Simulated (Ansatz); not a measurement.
# Na4Ca2SnP4: the cost of one run

Method: DFT PBE+D3(BJ), plane waves, PAW, scalar-relativistic, no spin polarisation, in Ansatz 0.2.0.

### Step 1. The system as given

The cell holds 22 atoms (Ca4Na8P8Sn2): a = 9.551 Å, b = 9.551 Å, c = 7.203 Å, α = 91.18°, β = 91.18°, γ = 120.05°.

Structure file:

```xyz
22
Lattice="4.7720 -8.2731 0.0000 4.7720 8.2731 0.0000 -0.2976 0.0000 7.1970" Properties=species:S:1:pos:R:3 pbc="T T T"
Na    2.7357   -3.8327    2.7382
Na    2.5869    3.8327    6.3367
Na    1.9655    1.2098    1.3528
Na    7.4112    1.2770    1.6127
Na    4.7589    5.8786    1.4933
Na    7.2624   -1.2770    5.2112
Na    1.8167   -1.2098    4.9513
Na    4.6101   -5.8786    5.0918
Ca    6.6077   -3.9014    2.7849
Ca    4.5893   -0.4561    2.7297
Ca    6.4589    3.9014    6.3834
Ca    4.4405    0.4561    6.3282
Sn    4.6808    2.7697    3.5815
Sn    4.5320   -2.7697    7.1800
P     6.7750   -1.4875    1.0161
P     2.6835   -1.5092    0.6439
P     4.6906   -5.1525    0.8081
P     2.5347    1.5092    4.2424
P     6.6262    1.4875    4.6146
P     4.5418    5.1525    4.4066
P     4.7761    2.6811    1.0173
P     4.6273   -2.6811    4.6159
```

### Step 2. Run 1

260 steps of 2 fs at constant energy, with velocities drawn for 1800 K.

The input, input.yaml:

```yaml
accuracy: low
crystal:
  lattice:
    - [4.772049, -8.273145, 0.0]
    - [4.772049, 8.273145, 0.0]
    - [-0.297646, 0.0, 7.197029]
  atoms:
    - { symbol: Na, position: [0.530134, 0.066869, 0.380457] }
    - { symbol: Na, position: [0.066869, 0.530134, 0.880457] }
    - { symbol: Na, position: [0.138685, 0.284915, 0.187964] }
    - { symbol: Na, position: [0.706339, 0.860691, 0.224075] }
    - { symbol: Na, position: [0.149817, 0.860376, 0.207488] }
    - { symbol: Na, position: [0.860691, 0.706339, 0.724075] }
    - { symbol: Na, position: [0.284915, 0.138685, 0.687964] }
    - { symbol: Na, position: [0.860376, 0.149817, 0.707488] }
    - { symbol: Ca, position: [0.940189, 0.468621, 0.38695] }
    - { symbol: Ca, position: [0.52025, 0.465116, 0.379276] }
    - { symbol: Ca, position: [0.468621, 0.940189, 0.88695] }
    - { symbol: Ca, position: [0.465116, 0.52025, 0.879276] }
    - { symbol: Sn, position: [0.338568, 0.673353, 0.497636] }
    - { symbol: Sn, position: [0.673353, 0.338568, 0.997636] }
    - { symbol: P, position: [0.80416, 0.624367, 0.141178] }
    - { symbol: P, position: [0.375174, 0.192753, 0.089471] }
    - { symbol: P, position: [0.806368, 0.183567, 0.112276] }
    - { symbol: P, position: [0.192753, 0.375174, 0.589471] }
    - { symbol: P, position: [0.624367, 0.80416, 0.641178] }
    - { symbol: P, position: [0.183567, 0.806368, 0.612276] }
    - { symbol: P, position: [0.342798, 0.666873, 0.141356] }
    - { symbol: P, position: [0.666873, 0.342798, 0.641356] }
basis:
  ecutwfc: 420.0
kpoints:
  mp_grid: { grid: [1, 1, 1] }
hamiltonian:
  xc: pbe
  dispersion: d3bj
scf:
  occupations: { method: fermi_dirac, width: 0.05 }
  lower_state_search: "off"
md:
  timestep: 2
  n_steps: 260
  ensemble: nve
  temperature: 1800.0
  initial_velocities: maxwell_boltzmann
  seed: 542510
```

Command:

```console
> ansatz run input.yaml --threads 1 --pin off --max-ram 3072MiB --backend cpu --events-out ev --progress --plain --runs-dir out
```

**Question.** How long does this run take on 1 thread of Arm Neoverse V1, shared host, and how much memory does it need?

About 15 min, with a peak of 0.6 GiB.
